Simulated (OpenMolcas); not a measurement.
**Zr²⁺ among point charges: CASSCF levels and susceptibility**

Aim: the splitting of the states of Zr²⁺ in the field of 6 point charges, its lowest levels with spin-orbit coupling and its magnetic susceptibility.

Program: OpenMolcas 26.06. Level of theory: state-averaged CASSCF, spin-orbit coupling by RASSI with atomic mean-field integrals. These are calculated values, not measurements, unless marked.

1 further run of the same task is left out (it didn't finish).

## (1) Starting point

| Quantity | Value |
| --- | --- |
| Species | Zr²⁺ (zirconium, Z = 40, 38 electrons) |
| Basis | ANO-RCC-VDZP [6s5p3d1f], 43 functions |
| Scalar Hamiltonian | DKH2, point nucleus |
| Inactive shells | 1s 2s 2p 3s 3p 3d 4s 4p |
| Active space | 2 electrons in 5 orbitals (4d) |
| Some configurations of this space | 4d² |
| Orbitals | optimised for each spin and parity, averaged over all roots |

The outer shells:

4d2
```
4d [↑ ][↑ ][  ][  ][  ]
```

The ion sits among 6 point charges of -1.7 e arranged as a trigonal antiprism (D3d), 1.69 Å from the ion, with a polar angle of 53.6° against the regular 54.74°. The active orbitals were held to one l.

Each step is its own input file, run in one work folder so that later steps find the files of earlier ones. Labels, J, g values, rates, χT and fits are worked out afterwards by a script from the matrices that RASSI stores. The input lists half of the charges; inversion (Group=XYZ) makes the rest.

## (2) Basis and integrals

a.inp reads:

```
&GATEWAY
Coord
1

Zr 0.0 0.0 0.0
Basis=ANO-RCC-VDZP
Group=XYZ
NoMove
AngMom=0.0 0.0 0.0
AMFI
XField
3 Angstrom 0
0.000000 1.360986 1.001907 -1.700000
1.178648 -0.680493 1.001907 -1.700000
1.178648 0.680493 -1.001907 -1.700000
&SEWARD
```

Launch:

```console
$ OMP_NUM_THREADS=1 MOLCAS_MEM=1689 MOLCAS_PROJECT=a pymolcas a.inp > a.log
```

## (3) Reference wave functions, triplets of even parity, 10 roots

a.inp reads:

```
&RASSCF
FileOrb=start.orb
Symmetry=1
Spin=3
nActEl=2 0 0
Inactive=9 9
Ras2=5 0
CIRoot=10 10 1
SDav=10
CIMx=300
Iter=120 100
PrWF=0.3
OrbListing=Nothing
MaxOrb=0
SupSym
1
15 4 5 6 7 8 10 11 12 13 14 17 18 19 20 21
0
>>> COPY $Project.JobIph JOB001
```

start.orb holds the contracted functions of the basis, ordered by shell, or the orbitals of the step before.

## (4) Reference wave functions, singlets of even parity, 15 roots

a.inp reads:

```
&RASSCF
FileOrb=start.orb
Symmetry=1
Spin=1
nActEl=2 0 0
Inactive=9 9
Ras2=5 0
CIRoot=15 15 1
SDav=15
CIMx=300
Iter=120 100
PrWF=0.3
OrbListing=Nothing
MaxOrb=0
SupSym
1
15 4 5 6 7 8 10 11 12 13 14 17 18 19 20 21
0
>>> COPY $Project.JobIph JOB002
```

## (5) RASSI: spin-orbit coupling between the states

a.inp reads:

```
&RASSI
NrOfJobIphs=2 10 15
1 2 3 4 5 6 7 8 9 10
1 2 3 4 5 6 7 8 9 10 11 12 13 14 15
IphNames
JOB001
JOB002
EJob
SpinOrbit
DIPRint=1.0
SOCoupling=1000.0
Subsets=2
Property=9
'ANGMOM' 1 'ANGMOM' 2 'ANGMOM' 3 'MLTPL  1' 1 'MLTPL  1' 2 'MLTPL  1' 3
'AMFI' 1 'AMFI' 2 'AMFI' 3
SOProperty=3
'ANGMOM' 1 'ANGMOM' 2 'ANGMOM' 3
```

Q: Predict the outcome of this session. Wanted: spin-free ground state; first state of the same spin within the active space; lowest level; next level.

The runs gave:

| quantity | value |
| --- | --- |
| method | CASSCF |
| spin-free ground state | 3A2, 1-fold in its orbital part |
| first state of the same spin within the active space | 3E at 2390 cm⁻¹ |
| lowest level | 1-fold A1 |
| next level | 0.4 cm⁻¹ |
| χT at 300 K | 1.03 cm³ K/mol |
| effective moment at 300 K | 2.88 μB |

The spin-free ground state (3A2) comes to 78 % from free-ion F terms and keeps the highest spin of the shell. χT at 300 K is 1.03, against 1.00 cm³ K/mol for the spin alone; near agreement at one temperature doesn't show that the orbital moment is quenched. The field of point charges can differ much from that of real complexes. This is an electrostatic model: the charges have no orbitals.
